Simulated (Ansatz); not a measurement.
# BBrClHS: a ladder of functionals and wavefunction methods

The task here is to estimate one member of a computed series from the others.

The runs use Ansatz 0.2.0, Gaussian basis; functionals in def2-TZVPP, the program's frozen cores in correlated methods.

Plan: LDA (SPW92), PBE-D4, revPBE-D4, BLYP-D4, r2SCAN-D4, B97M-V, PBE0-D4, B3LYP-D4, r2SCANh-D4, r2SCAN0-D4, HSE06-D4, BHLYP-D4, CAM-B3LYP-D4, LC-ωPBE, ωB97X-V, ωB97M-V, B2PLYP, PBE-QIDH; CCSD(T)/def2-SVP; CCSD(T)/def2-TZVPP; MP2/def2-QZVPP; extrapolation to the limit; RPA on PBE.

### The relaxed structure

All runs share one geometry, relaxed beforehand with PBE0-D4 in a triple-zeta def2 set.

SMILES `SB(Cl)Br`, 5 atoms, charge 0, spin multiplicity 1.

Atoms are counted from 1 here; the program's logs count them from 0.

Bond lengths: S1–B2 1.784 Å, S1–H5 1.343 Å, B2–Cl3 1.743 Å, B2–Br4 1.912 Å. Angles: B2–S1–H5 96.6°, S1–B2–Cl3 117.7°, S1–B2–Br4 122.7°, Cl3–B2–Br4 119.6°.

The first run:

in.yaml reads:

```yaml
crystal:
  periodic: [false, false, false]
  atoms:
    - {symbol: S, position_ang: [0.336251, 1.341768, 0.329456]}
    - {symbol: B, position_ang: [0.141188, -0.424915, 0.176735]}
    - {symbol: Cl, position_ang: [1.003220, -1.435420, 1.305998]}
    - {symbol: Br, position_ang: [-0.962407, -1.229974, -1.160828]}
    - {symbol: H, position_ang: [-0.468451, 1.674841, -0.692862]}
basis:
  gaussian: {orbitals: def2-TZVPP}
hamiltonian: {xc: lda}
output: {orbitals: {seedname: orbitals}}
```

Among the steps run: LDA; PBE-D4 (GGA); revPBE-D4 (GGA); BLYP-D4 (GGA); r2SCAN-D4 (meta-GGA); B97M-V (meta-GGA); PBE0-D4 (hybrid); B3LYP-D4 (hybrid); r2SCANh-D4 (hybrid); r2SCAN0-D4 (hybrid); HSE06-D4 (hybrid); BHLYP-D4 (hybrid); CAM-B3LYP-D4 (range-separated); LC-ωPBE-D4 (range-separated; the results give it without D4); ωB97X-V (range-separated); ωB97M-V (range-separated); B2PLYP (double hybrid); PBE-QIDH (double hybrid).

One of the session's tables, all rows but one given; the rest of the session is left out.

It belongs to the step «Orbital energies across the functionals». 

| functional | HOMO (eV) | LUMO (eV) | gap (eV) |
| --- | --- | --- | --- |
| LDA (SPW92) | -7.24 | -2.57 | 4.67 |
| PBE-D4 | ? | ? | ? |
| revPBE-D4 | -7.04 | -2.24 | 4.80 |
| BLYP-D4 | -6.90 | -2.14 | 4.77 |
| r2SCAN-D4 | -7.41 | -2.10 | 5.31 |
| B97M-V | -7.46 | -1.95 | 5.51 |
| PBE0-D4 | -8.31 | -1.47 | 6.84 |
| B3LYP-D4 | -8.04 | -1.61 | 6.43 |
| r2SCANh-D4 | -7.85 | -1.79 | 6.06 |
| r2SCAN0-D4 | -8.51 | -1.32 | 7.18 |
| HSE06-D4 | -7.91 | -1.85 | 6.06 |
| BHLYP-D4 | -9.35 | -0.38 | 8.97 |
| CAM-B3LYP-D4 | -9.59 | -0.31 | 9.28 |
| LC-ωPBE | -11.00 | 0.72 | 11.72 |
| ωB97X-V | -10.62 | 0.72 | 11.34 |
| ωB97M-V | -10.44 | 0.60 | 11.04 |

Q: Estimate the row for PBE-D4 from the others.

As computed: HOMO (eV): -7.09; LUMO (eV): -2.33; gap (eV): 4.76. In the column «HOMO (eV)» it lies between LDA (SPW92) (-7.24) and revPBE-D4 (-7.04).
